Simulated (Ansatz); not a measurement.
What does this script print? It uses Ansatz's Python interface.

`tae.py`
```python
"""Energy to split ClH5Si3 into its atoms."""

from collections import Counter

import ansatz as az
from ase import Atoms

BASIS = "pcseg-2"
XC = "PBE0"


def single_point(molecule, charge=0, unpaired=0):
    calc = molecule.calculation().basis(gaussian=BASIS).functional(XC)
    if charge:
        calc = calc.charge(charge)
    if unpaired:
        calc = calc.spin("collinear", total=unpaired)
    report = calc.run(threads=1).report
    if report["published_state_doubts"]:
        print("  doubts:", report["published_state_doubts"])
    return report["free_energy_ev"]

atoms = Atoms(["Cl", "Si", "Si", "Si", "H", "H", "H", "H", "H"], positions=[
    (-2.0981, 1.1898, -1.4424),
    (-0.4577, 0.143, -1.2031),
    (0.8709, 0.8238, 0.432),
    (-0.277, -1.0651, 0.6688),
    (0.1429, -0.4042, -2.4733),
    (0.4663, 1.9552, 1.3283),
    (2.3908, 0.5611, 0.3107),
    (-1.4081, -0.9373, 1.6683),
    (0.4585, -2.3125, 0.6935),
])
molecule = az.Crystal.molecule_from_ase(atoms)

# Hund ground states
unpaired = {"Cl": 1, "Si": 2, "H": 1}
counts = Counter(site.symbol for site in molecule.cartesian_sites)
atom_energy = {s: single_point(az.Crystal.molecule().atom(s, (0, 0, 0)), 0, unpaired[s]) for s in counts}
whole = single_point(molecule, 0, 0)
for s, e in atom_energy.items():
    print(f"{s:2s} x{counts[s]}  {e:14.5f} eV")
print(f"ClH5Si3: {whole:.5f} eV")
split = sum(counts[s] * e for s, e in atom_energy.items()) - whole
print(f"atomisation energy (no zero-point term): {96.485332 * split:.1f} kJ/mol, {split / sum(counts.values()):.3f} eV an atom")
```

`python tae.py` gives:
```text
Cl x1    -12517.39429 eV
Si x3     -7871.01623 eV
H  x5       -13.63914 eV
ClH5Si3: -36224.33867 eV
atomisation energy (no zero-point term): 2479.7 kJ/mol, 2.856 eV an atom
```

2479.7 kJ/mol from the electronic energies, without the zero-point term.

Caveats:
- Total energies depend on the basis set; only differences at equal settings carry meaning.
- The geometry is a force-field or estimated start, not a minimum of this method, and the basis set is short of its limit. All parts are taken at fixed geometry, without zero-point energy.
- It ran for 8.7 s on 1 thread of Arm Neoverse V1, on a shared host, peak memory 0.48 GiB.
